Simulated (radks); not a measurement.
# Mo⁺ in [Ar] 3d10 4s1.75 4p6 4d5 5d0.25: an all-electron calculation

One table from this session's results is given with a row withheld; the runs are named, their logs left out.

Method: Dirac Kohn-Sham, BLYP, spin-unpolarised, spherical densities, finite nucleus; open shells fill j = l - 1/2 first. Code: radks (a radial shooting solver on a logarithmic mesh, Libxc functionals) version 1.

## The atom as given

| Quantity | Value |
| --- | --- |
| element | molybdenum (Z = 42) |
| charge | +1 |
| electrons | 41 |
| configuration | [Ar] 3d10 4s1.75 4p6 4d5 5d0.25 |
| nuclear rms radius | 4.4091 fm |

The first run:

The run's settings:

```text
Z 42
configuration [Ar] 3d10 4s1.75 4p6 4d5 5d0.25
relativity Dirac
functional b88,lyp
spin unpolarised
j_filling energy
nucleus finite rms 4.4091 fm
c 137.035999084
```

One of the session's tables, all rows but one given; the rest of the session is left out.

It belongs to the step «Shells». Sizes of the orbitals, from the radial functions (bohr):

| level | <r> | outermost maximum (interpolated) | 90 % within | nodes |
| --- | --- | --- | --- | --- |
| 1s1/2 | 0.03516 | 0.0229 | 0.0630 | 0 |
| 2s1/2 | 0.1534 | 0.130 | 0.237 | 1 |
| 2p1/2 | 0.1307 | 0.101 | 0.214 | 0 |
| 2p3/2 | 0.1353 | 0.105 | 0.220 | 0 |
| 3s1/2 | ? | ? | ? | ? |
| 3p1/2 | 0.4234 | 0.371 | 0.641 | 1 |
| 3p3/2 | 0.4340 | 0.380 | 0.656 | 1 |
| 3d3/2 | 0.4133 | 0.321 | 0.661 | 0 |
| 3d5/2 | 0.4168 | 0.324 | 0.666 | 0 |
| 4s1/2 | 1.105 | 0.987 | 1.61 | 3 |
| 4p1/2 | 1.212 | 1.05 | 1.80 | 2 |
| 4p3/2 | 1.243 | 1.08 | 1.85 | 2 |
| 4d3/2 | 1.833 | 1.36 | 2.96 | 1 |
| 4d5/2 | 1.854 | 1.37 | 3.00 | 1 |
| 5d3/2 | 7.471 | 6.52 | 11.1 | 2 |
| 5d5/2 | 7.511 | 6.57 | 11.1 | 2 |

**Question.** Estimate the row for 3s1/2.

**Answer.** <r>: 0.4288; outermost maximum (interpolated): 0.384; 90 % within: 0.634; nodes: 2. In the column «<r>» it lies between 3p1/2 (0.4234) and 3p3/2 (0.4340).
